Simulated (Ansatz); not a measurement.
# B2FH5Si: a ladder of functionals and wavefunction methods

How much do the methods differ for B2FH5Si? The plan is to run it at one geometry with functionals of several rungs and with coupled cluster, and see how far each lands from CCSD(T) at the basis-set limit for the atomisation energy.

Method: functionals in def2-TZVPP, the program's frozen cores in correlated methods; program: Ansatz 0.2.0, Gaussian basis.

Levels to be run: LDA (SPW92), PBE-D4, revPBE-D4, BLYP-D4, r2SCAN-D4, B97M-V, PBE0-D4, B3LYP-D4, r2SCANh-D4, r2SCAN0-D4, HSE06-D4, BHLYP-D4, CAM-B3LYP-D4, LC-ωPBE, ωB97X-V, ωB97M-V, B2PLYP, PBE-QIDH; CCSD(T)/def2-SVP; CCSD(T)/def2-TZVPP; MP2/def2-QZVPP; extrapolation to the limit; RPA on PBE.

## 1. The relaxed structure

An earlier PBE0-D4 in a triple-zeta def2 set relaxation fixed the geometry.

SMILES `B[SiH](B)F`, 9 atoms, charge 0, spin multiplicity 1.

Atoms are counted from 1 here; the program's logs count them from 0.

Bond lengths: B1–Si2 2.000 Å, B1–H5 1.194 Å, B1–H6 1.196 Å, Si2–B3 2.000 Å, Si2–F4 1.612 Å, Si2–H7 1.497 Å, B3–H8 1.194 Å, B3–H9 1.196 Å. Angles: Si2–B1–H5 123.4°, Si2–B1–H6 118.3°, H5–B1–H6 118.3°, B1–Si2–B3 108.9°, B1–Si2–F4 113.1°, B1–Si2–H7 107.3°, B3–Si2–F4 113.1°, B3–Si2–H7 107.3°, F4–Si2–H7 106.8°, Si2–B3–H8 123.4°, Si2–B3–H9 118.3°, H8–B3–H9 118.3°.

## 2. LDA

This LDA is Slater exchange with PW92 correlation.

in.yaml

```yaml
crystal:
  periodic: [false, false, false]
  atoms:
    - {symbol: B, position_ang: [-0.751299, 1.309944, -0.723715]}
    - {symbol: Si, position_ang: [0.453413, -0.274061, -0.524621]}
    - {symbol: B, position_ang: [0.211707, -1.044905, 1.304980]}
    - {symbol: F, position_ang: [0.268021, -1.362145, -1.699647]}
    - {symbol: H, position_ang: [-1.621932, 1.375974, -1.538855]}
    - {symbol: H, position_ang: [-0.605614, 2.230165, 0.026513]}
    - {symbol: H, position_ang: [1.862235, 0.224444, -0.614744]}
    - {symbol: H, position_ang: [-0.177223, -2.156567, 1.504372]}
    - {symbol: H, position_ang: [0.449092, -0.349149, 2.248615]}
basis:
  gaussian: {orbitals: def2-TZVPP}
hamiltonian: {xc: lda}
output: {orbitals: {seedname: orbitals}}
```

Run with:

```
$ ansatz run in.yaml --threads 2 --pin off --events-out ev --progress --plain --max-ram 4352MiB
```

After this run come: PBE-D4 (GGA); revPBE-D4 (GGA); BLYP-D4 (GGA); r2SCAN-D4 (meta-GGA); B97M-V (meta-GGA); PBE0-D4 (hybrid); B3LYP-D4 (hybrid); r2SCANh-D4 (hybrid); r2SCAN0-D4 (hybrid); HSE06-D4 (hybrid); BHLYP-D4 (hybrid); CAM-B3LYP-D4 (range-separated); LC-ωPBE (range-separated); ωB97X-V (range-separated); ωB97M-V (range-separated); B2PLYP (double hybrid); PBE-QIDH (double hybrid); CCSD(T) in def2-SVP; CCSD(T) in def2-TZVPP; MP2 in def2-QZVPP; RPA on PBE orbitals.

Before running them: what should the planned runs give, taken together? Wanted: atomisation energy, CCSD(T)/CBS; farthest beyond LDA; mean size of error, GGA; mean size of error, meta-GGA; mean size of error, hybrid; mean size of error, range-separated; mean size of error, double hybrid; gap, smallest and largest; T1 diagnostic.

**Answer**, as computed:

| quantity | value |
| --- | --- |
| atomisation energy, CCSD(T)/CBS | 708.0 kcal/mol |
| functionals within 3.5 kcal/mol (0.5 %) | BLYP-D4, PBE0-D4, r2SCAN0-D4, HSE06-D4, LC-ωPBE, B2PLYP, PBE-QIDH |
| farthest beyond LDA | B97M-V (+9.6 kcal/mol) |
| mean size of error, GGA | 4.8 kcal/mol |
| mean size of error, meta-GGA | 8.7 kcal/mol |
| mean size of error, hybrid | 2.7 kcal/mol |
| mean size of error, range-separated | 5.4 kcal/mol |
| mean size of error, double hybrid | 2.4 kcal/mol |
| gap, smallest and largest | 2.67 eV (LDA (SPW92)), 9.94 eV (LC-ωPBE) |
| T1 diagnostic | 0.0134 |
| triples share of the correlation energy | 3.0 % |

What this shows: The LDA atomisation energy is off by 84.8 kcal/mol (12 %): it overbinds. PBE-D4 is off by +6.4 kcal/mol. Double hybrids carry the basis error of their MP2 part in triple zeta, and no dispersion term here, so their miss is partly the set-up's. The rungs double hybrid, hybrid miss on average by less than the doubt on the reference (3.5 kcal/mol), so they tie. The reference freezes the cores and leaves out relativity and excitations past (T), so misses under about 3.5 kcal/mol can't be ranked. Hartree-Fock recovers 79 % of the binding; the rest is correlation. CCSD(T) in def2-SVP is off by -40.9 kcal/mol, worse than the median functional, from the basis alone. Orbital gaps span 2.7 to 9.9 eV; exact exchange widens them.
